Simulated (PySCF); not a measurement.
# WO₂Cl: structure of the doublet

Where does doublet WO₂Cl go from a trigonal planar start, is the end point a minimum, and what are its modes, charges and moments?

Method: PBE0, basis W def2-TZVP with ECP60, O def2-TZVP, Cl def2-TZVP, scalar-relativistic core potentials, no spin–orbit coupling, density fitting; program: PySCF 2.14.0.

**1. The starting structure**

4 atoms, charge 0, spin multiplicity 2.

Bond lengths: W1–O2 1.770 Å, W1–O3 1.770 Å, W1–Cl4 2.360 Å. Angles: O2–W1–O3 120.0°, O2–W1–Cl4 120.0°, O3–W1–Cl4 120.0°.

Coordinates in bohr (charge 0 multiplicity 2):
```
W     0.0000    0.0000    0.0000
O    -1.6724    2.8968    0.0000
O    -1.6724   -2.8968    0.0000
Cl    4.4598    0.0000    0.0000
```

**2. First SCF at the start**

The steps below are one call of a driver around PySCF. For each, scf.py gives the equivalent set-up of the SCF; relaxations use the driver's own optimiser. After this first run the driver tries any further starts and a stability analysis.

scf.py

```python
from pyscf import gto, scf, dft
mol = gto.M(atom='''
W      0.000000     0.000000     0.000000
O     -0.885000     1.532900     0.000000
O     -0.885000    -1.532900     0.000000
Cl     2.360000     0.000000     0.000000''',
    basis={'W': 'def2-TZVP', 'O': 'def2-TZVP', 'Cl': 'def2-TZVP'},
    ecp={'W': 'def2-TZVP'},
    charge=0, spin=1)
mf = dft.UKS(mol, xc='PBE0')
mf.grids.atom_grid = (50, 194)
aux = {'W': 'def2-universal-JKFIT', 'O': 'def2-universal-JKFIT', 'Cl': 'def2-universal-JKFIT'}
mf = mf.density_fit(auxbasis=aux)
mf.conv_tol = 1e-08
mf.diis_space = 10
mf.max_cycle = 60
mf.init_guess = 'minao'
mf.verbose = 4
mf.kernel()
```

The run is started by

```
$ OMP_NUM_THREADS=4 python axn.py task.json out
```

Standard output:

```text
init E= -657.669925261996
[... the frontier-level lines of each cycle are left out ...]
cycle= 1 E= -676.885402849246  delta_E= -19.2  |g|= 1.31  |ddm|= 5.59
cycle= 2 E= -665.485402666238  delta_E= 11.4  |g|= 4.63  |ddm|= 4.27
cycle= 3 E= -677.562765255754  delta_E= -12.1  |g|= 0.316  |ddm|=  3.8
cycle= 4 E= -677.5843665562  delta_E= -0.0216  |g|= 0.242  |ddm|= 0.451
cycle= 5 E= -677.610652314882  delta_E= -0.0263  |g|= 0.064  |ddm|= 0.213
cycle= 6 E= -677.612154085422  delta_E= -0.0015  |g|= 0.0348  |ddm|= 0.0497
cycle= 7 E= -677.612684966417  delta_E= -0.000531  |g|= 0.0112  |ddm|= 0.0224
cycle= 8 E= -677.612789882214  delta_E= -0.000105  |g|= 0.003  |ddm|= 0.0114
cycle= 9 E= -677.612814723458  delta_E= -2.48e-05  |g|= 0.00195  |ddm|= 0.00598
cycle= 10 E= -677.61283461266  delta_E= -1.99e-05  |g|= 0.000943  |ddm|= 0.00793
cycle= 11 E= -677.612839792822  delta_E= -5.18e-06  |g|= 0.000176  |ddm|= 0.00615
cycle= 12 E= -677.612839825086  delta_E= -3.23e-08  |g|= 9.61e-05  |ddm|= 0.000386
cycle= 13 E= -677.612839830873  delta_E= -5.79e-09  |g|= 1.52e-05  |ddm|= 0.000108
Extra cycle  E= -677.612839831061  delta_E= -1.88e-10  |g|= 2.47e-05  |ddm|= 3.35e-05
converged SCF energy = -677.612839831061  <S^2> = 0.77325691  2S+1 = 2.0231232
```

This step, with its further starts and checks, took 22 s on 4 threads of Arm Neoverse V1, shared host.

Energies from each starting density:

| start | energy (Eh) |
| --- | --- |
| the minimal-basis guess | -677.612840 |
| a thermally smeared density | -677.612840 |
| a smeared PBE density | -677.612840 |

The test of internal stability and the other starts found no lower solution of this spin.

**3. Relaxation: trigonal planar start, doublet**

The program finds C2v symmetry in the start, which this walk keeps. The walk stops when the largest gradient is under 0.0003 Eh/bohr and the energy has settled too.

Changes to scf.py since step 2:

```diff
@@ -3,4 +3,4 @@
-W      0.000000     0.000000     0.000000
-O     -0.885000     1.532900     0.000000
-O     -0.885000    -1.532900     0.000000
-Cl     2.360000     0.000000     0.000000''',
+W     -0.216076     0.000000     0.000000
+O     -1.101076     1.532900     0.000000
+O     -1.101076    -1.532900     0.000000
+Cl     2.143924     0.000000     0.000000''',
@@ -17 +16,0 @@
-mf.init_guess = 'minao'
```

The optimiser's trace:

| step | energy (Eh) | change (kJ/mol) | largest symmetric gradient (Eh/bohr) |
| --- | --- | --- | --- |
| 0 | -677.612840 | 0.00 | 0.06334 |
| 1 | -677.625914 | -34.33 | 0.03954 |
| 2 | -677.627309 | -37.99 | 0.01033 |
| 3 | -677.627400 | -38.23 | 0.00103 |
| 4 | -677.627406 | -38.24 | 0.00014 |
| 5 | -677.627407 | -38.24 | 0.00004 |

The walk took 20 s.

Geometry (Å) and forces (eV/Å) at some steps:

```
step 0
W   -0.216   0.000   0.000  -0.834   0.000   0.000
O   -1.101   1.533   0.000   1.249  -3.257   0.000
O   -1.101  -1.533   0.000   1.249   3.257   0.000
Cl   2.144   0.000   0.000  -1.665   0.000   0.000
step 1
W   -0.192   0.000   0.000   2.033   0.000   0.000
O   -1.087   1.430   0.000  -0.922   0.715   0.000
O   -1.087  -1.430   0.000  -0.922  -0.715   0.000
Cl   2.093   0.000   0.000  -0.189   0.000   0.000
step 3
W   -0.162   0.000   0.000  -0.053   0.002   0.000
O   -1.113   1.413   0.000   0.007  -0.045   0.000
O   -1.113  -1.413   0.000   0.006   0.044   0.000
Cl   2.113   0.000   0.000   0.040   0.000   0.000
step 5
W   -0.162   0.000   0.000   0.002  -0.001   0.000
O   -1.115   1.410   0.000  -0.001   0.001   0.000
O   -1.115  -1.410   0.000   0.000   0.000   0.000
Cl   2.117   0.000   0.000  -0.002   0.000   0.000
```

End point (C2v, 5 steps, 38.2 kJ/mol gained): W–Cl 2.279 Å, W–O 1.702 Å (×2); Cl–W–O 124.1° (×2), O–W–O 111.9°.

**4. Is it a minimum? Harmonic modes**

On the finer grid the gradient is checked again; gradients at displacements of ±0.02 bohr then give force constants and infrared intensities.

Changes to scf.py since step 3:

```diff
@@ -3,4 +3,4 @@
-W     -0.216076     0.000000     0.000000
-O     -1.101076     1.532900     0.000000
-O     -1.101076    -1.532900     0.000000
-Cl     2.143924     0.000000     0.000000''',
+W     -0.195859     0.000000     0.000000
+O     -1.149540     1.409585     0.000000
+O     -1.149540    -1.409585     0.000000
+Cl     2.082758     0.000000     0.000000''',
@@ -11 +11 @@
-mf.grids.atom_grid = (50, 194)
+mf.grids.atom_grid = (75, 302)
@@ -14 +14 @@
-mf.conv_tol = 1e-08
+mf.conv_tol = 1e-10
```

The driver hands on the density of the step before, so the log starts near convergence.

Log of the central SCF (cycles and frontier levels):

```text
init E= -677.627472472272
[... the frontier-level lines of each cycle are left out ...]
cycle= 1 E= -677.627472472259  delta_E= 1.3e-11  |g|= 7.63e-06  |ddm|= 1.06e-05
Extra cycle  E= -677.627472472214  delta_E= 4.48e-11  |g|= 1.22e-05  |ddm|= 1.56e-05
converged SCF energy = -677.627472472214  <S^2> = 0.76264997  2S+1 = 2.0126102
```

The whole step took 90 s.

Geometry: C2v; W–Cl 2.279 Å, W–O 1.702 Å (×2); Cl–W–O 124.1° (×2), O–W–O 111.8°.

Modes, for the most abundant isotopes:

```
symmetry  ω (cm⁻¹)  IR (km/mol)     type
      b1       69i         23.8     bend
      b2       152          4.4     bend
      a1       309          3.0     bend
      a1       432         47.7    mixed
      b2      1002          196  stretch
      a1      1054         86.4  stretch
```

1 mode is imaginary, the largest at 69i cm⁻¹: a saddle point, not a minimum.

Constants and moments:

```yaml
Dipole_moment: 1.92 D
Highest_occupied_level: -8.17 eV
Lowest_empty_level: -4.09 eV
Rotational_constants: 0.2652, 0.08386, 0.06371 cm⁻¹
Zero-point_energy_real_modes: 17.6 kJ/mol
Principal_polarisabilities: 42.5, 51.4, 64.3 bohr³
Atomisation_energy_without_zero-point_energy: 1793 kJ/mol
Principal_traceless_quadrupole_moments_about_the_centre_of_mass: -4.47, -3.56, 8.03 D Å
Spin_squared_⟨S²⟩: 0.763
```

Charges (e) and bond orders:

| atom | Mulliken | Löwdin | polar tensor | spin (Mulliken) | Mayer order to W1 |
| --- | --- | --- | --- | --- | --- |
| W1 | 1.25 | 0.52 | 1.84 | 1.16 | – |
| O2,3 | -0.46 | -0.29 | -0.68 | -0.07 | 2.11 |
| Cl4 | -0.33 | 0.05 | -0.48 | -0.03 | 1.08 |

Mulliken populations on W1 (outside its core potential): s 2.58, p 6.32, d 3.72, f 0.14.

**5. Leaving the saddle point**

The start is the last point, displaced along its most imaginary mode.

The program finds Cs symmetry in the start, which this walk keeps. Threshold on the gradient: 0.0003 Eh/bohr, with a further test on the energy change.

Changes to scf.py since step 4:

```diff
@@ -3,4 +3,4 @@
-W     -0.195859     0.000000     0.000000
-O     -1.149540     1.409585     0.000000
-O     -1.149540    -1.409585     0.000000
-Cl     2.082758     0.000000     0.000000''',
+W     -0.195977     0.000000    -0.061672
+O     -1.149659     1.409585     0.250000
+O     -1.149659    -1.409585     0.250000
+Cl     2.082640    -0.000000     0.095720''',
@@ -11 +11 @@
-mf.grids.atom_grid = (75, 302)
+mf.grids.atom_grid = (50, 194)
@@ -14 +14 @@
-mf.conv_tol = 1e-10
+mf.conv_tol = 1e-08
```

The optimiser's trace:

| step | energy (Eh) | change (kJ/mol) | largest symmetric gradient (Eh/bohr) |
| --- | --- | --- | --- |
| 0 | -677.625907 | 0.00 | 0.04017 |
| 1 | -677.627708 | -4.73 | 0.01994 |
| 2 | -677.628316 | -6.33 | 0.00165 |
| 3 | -677.628373 | -6.47 | 0.00289 |
| 4 | -677.628403 | -6.55 | 0.00076 |
| 5 | -677.628405 | -6.56 | 0.00013 |

The walk took 22 s.

Positions (Å) and forces (eV/Å) along the way:

```
step 0
W   -0.196   0.000  -0.062  -2.066   0.000   0.706
O   -1.150   1.410   0.250   1.162  -1.345  -0.355
O   -1.150  -1.410   0.250   1.162   1.345  -0.355
Cl   2.083   0.000   0.096  -0.258   0.000   0.004
step 1
W   -0.217   0.000  -0.040   1.025  -0.002  -0.449
O   -1.126   1.392   0.241  -0.522   0.735   0.206
O   -1.126  -1.392   0.241  -0.520  -0.733   0.205
Cl   2.055   0.000   0.093   0.017   0.000   0.038
step 3
W   -0.218   0.000  -0.101  -0.149   0.001   0.055
O   -1.120   1.395   0.262   0.106  -0.089  -0.031
O   -1.120  -1.395   0.262   0.105   0.088  -0.031
Cl   2.046   0.000   0.111  -0.062   0.000   0.006
step 5
W   -0.223   0.000  -0.116   0.007   0.000  -0.005
O   -1.112   1.396   0.267  -0.004   0.005   0.001
O   -1.112  -1.396   0.267  -0.004  -0.005   0.001
Cl   2.035   0.000   0.116   0.001   0.000   0.003
```

It settles in Cs symmetry, 6.6 kJ/mol below the start, after 5 steps: W–Cl 2.270 Å, W–O 1.699 Å (×2); Cl–W–O 119.9° (×2), O–W–O 110.5°.

**6. Vibrations and properties at this point**

The same treatment as at the point before.

Changes to scf.py since step 5:

```diff
@@ -3,4 +3,4 @@
-W     -0.195977     0.000000    -0.061672
-O     -1.149659     1.409585     0.250000
-O     -1.149659    -1.409585     0.250000
-Cl     2.082640    -0.000000     0.095720''',
+W     -0.201775     0.000000    -0.085204
+O     -1.089802     1.394921     0.303124
+O     -1.089802    -1.394921     0.303124
+Cl     2.055597    -0.000000     0.152069''',
@@ -11 +11 @@
-mf.grids.atom_grid = (50, 194)
+mf.grids.atom_grid = (75, 302)
@@ -14 +14 @@
-mf.conv_tol = 1e-08
+mf.conv_tol = 1e-10
```

Log of the central SCF (cycles and frontier levels):

```text
init E= -677.628409713789
[... the frontier-level lines of each cycle are left out ...]
cycle= 1 E= -677.628409712642  delta_E= 1.15e-09  |g|= 5.77e-05  |ddm|= 3.54e-05
cycle= 2 E= -677.628409701337  delta_E= 1.13e-08  |g|= 0.000181  |ddm|= 0.000111
cycle= 3 E= -677.628409713926  delta_E= -1.26e-08  |g|= 6.89e-07  |ddm|= 8.38e-05
cycle= 4 E= -677.628409713927  delta_E= -1.14e-12  |g|= 3.98e-07  |ddm|= 9.45e-07
Extra cycle  E= -677.628409713922  delta_E= 5.34e-12  |g|= 5.76e-07  |ddm|= 1.03e-06
converged SCF energy = -677.628409713922  <S^2> = 0.75965419  2S+1 = 2.009631
```

The whole step took 1.7 min on 4 threads of Arm Neoverse V1, shared host.

Geometry: Cs; W–Cl 2.270 Å, W–O 1.699 Å (×2); Cl–W–O 119.7° (×2), O–W–O 110.4°.

Modes, for the most abundant isotopes:

```json
{"symmetry": "a'", "ω (cm⁻¹)": "104", "IR (km/mol)": "17.2"}
{"symmetry": "a''", "ω (cm⁻¹)": "161", "IR (km/mol)": "3.2"}
{"symmetry": "a'", "ω (cm⁻¹)": "319", "IR (km/mol)": "2.7"}
{"symmetry": "a'", "ω (cm⁻¹)": "431", "IR (km/mol)": "49.7"}
{"symmetry": "a''", "ω (cm⁻¹)": "1008", "IR (km/mol)": "192"}
{"symmetry": "a'", "ω (cm⁻¹)": "1059", "IR (km/mol)": "83.9"}
```

Every mode is real; the point is a minimum.

Properties at this point:

- Dipole moment: 2.36 D
- Highest occupied level: -7.89 eV
- Lowest empty level: -3.91 eV
- Rotational constants: 0.2506, 0.085, 0.06596 cm⁻¹
- Zero-point energy: 18.4 kJ/mol
- Principal polarisabilities: 44.1, 51.6, 63.5 bohr³
- Atomisation energy without zero-point energy: 1795 kJ/mol
- Principal traceless quadrupole moments about the centre of mass: -4.22, -2.85, 7.08 D Å
- Entropy at 298.15 K and 1 bar (electronic part: spin only): 329.1 J/(mol K)
- Heat capacity Cp at 298.15 K: 64.9 J/(mol K)
- Enthalpy at 298.15 K above 0 K: 15.41 kJ/mol
- Rotational symmetry number: 1
- Spin squared ⟨S²⟩: 0.760

Charges (e) and bond orders:

```tsv
atom	Mulliken	Löwdin	polar tensor	spin (Mulliken)	Mayer order to W1
W1	1.23	0.50	1.80	1.13	–
O2,3	-0.45	-0.28	-0.67	-0.05	2.11
Cl4	-0.32	0.06	-0.46	-0.02	1.08
```

Mulliken populations on W1 (outside its core potential): s 2.58, p 6.33, d 3.72, f 0.14.

**7. The points found, side by side**

| spin | group | bonds | imaginary modes (cm⁻¹) | ΔE (kJ/mol) | with zero-point energy |
| --- | --- | --- | --- | --- | --- |
| doublet | Cs | W–Cl 2.270 Å, W–O 1.699 Å (×2) | none | 0.0 | 0.0 |
| doublet | C2v | W–Cl 2.279 Å, W–O 1.702 Å (×2) | 69i | 2.5 | – |

**8. What came out**

| quantity | value |
| --- | --- |
| minimum | doublet, Cs |
| geometry | W–Cl 2.270 Å, W–O 1.699 Å (×2); Cl–W–O 119.7° (×2), O–W–O 110.4° |
| wavenumbers (cm⁻¹) | 104 (a'), 161 (a''), 319 (a'), 431 (a'), 1008 (a''), 1059 (a') |
| dipole moment | 2.36 D |
| highest occupied, lowest empty level (either spin) | -7.89, -3.91 eV |
| polar-tensor charge of W1 | +1.80 e |
| zero-point energy | 18.4 kJ/mol |
| entropy at 298.15 K | 329.1 J/(mol K) |
| atomisation energy (no zero-point energy) | 1795 kJ/mol |
| ⟨S²⟩ | 0.760 |

**Reading.** From C2v at the start the molecule goes to a Cs minimum, after a stop at a saddle point 2.5 kJ/mol higher, from which it was pushed off along an imaginary mode. In the infrared the band at 1008 cm⁻¹ (a'', stretch) leads. Most of the spin sits on W1 (Mulliken spin 1.13, against 1 for the whole molecule). Other starts or spin states, not run here, may lie lower. Open d and f shells are described by one determinant, and the ground state may have another occupation or spin. Spin–orbit coupling, left out here, can matter for elements this heavy.

The search up to here took 4.3 min.
